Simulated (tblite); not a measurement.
# GeH8OSi2: the cost of one run

Programs: tblite 0.8.0 and PySCF 2.14.0. All values are calculated, for the isolated system unless a continuum is named. Atoms count from 0, parts from 1.

## 1. Starting point

12 atoms, charge 0, multiplicity 1; geometry: distance geometry start.

## 2. Relaxing the cluster with GFN2-xTB

Job settings and geometry (Å):

```
{"job": {"kind": "relax", "xc": "GFN2-xTB", "basis": "xTB"}, "charge": 0, "multiplicity": 1}
Ge    -0.461327     0.274643     0.229691
Si     0.216399     2.487909     0.217210
O     -0.526873    -0.367007    -1.500851
Si    -1.543595     0.308310    -2.782812
H      0.570315    -0.549092     1.048377
H     -1.787628     0.151479     0.886799
H     -0.437609     3.140834    -0.915029
H     -0.179109     3.098451     1.408475
H      1.627871     2.565445     0.078364
H     -1.361934     1.704004    -2.848918
H     -2.892356     0.016473    -2.531309
H     -1.157181    -0.262972    -4.041325
```

Level: GFN2-xTB geometry optimisation, gas phase.

Launch:

```console
$ OMP_NUM_THREADS=1 python cluster_run.py task.json out
```

The driver reads the jobs from task.json and runs them one after another.

Q: Estimate the wall time of this first job on 1 thread of Arm Neoverse V1, shared host.

About 1.7 s.
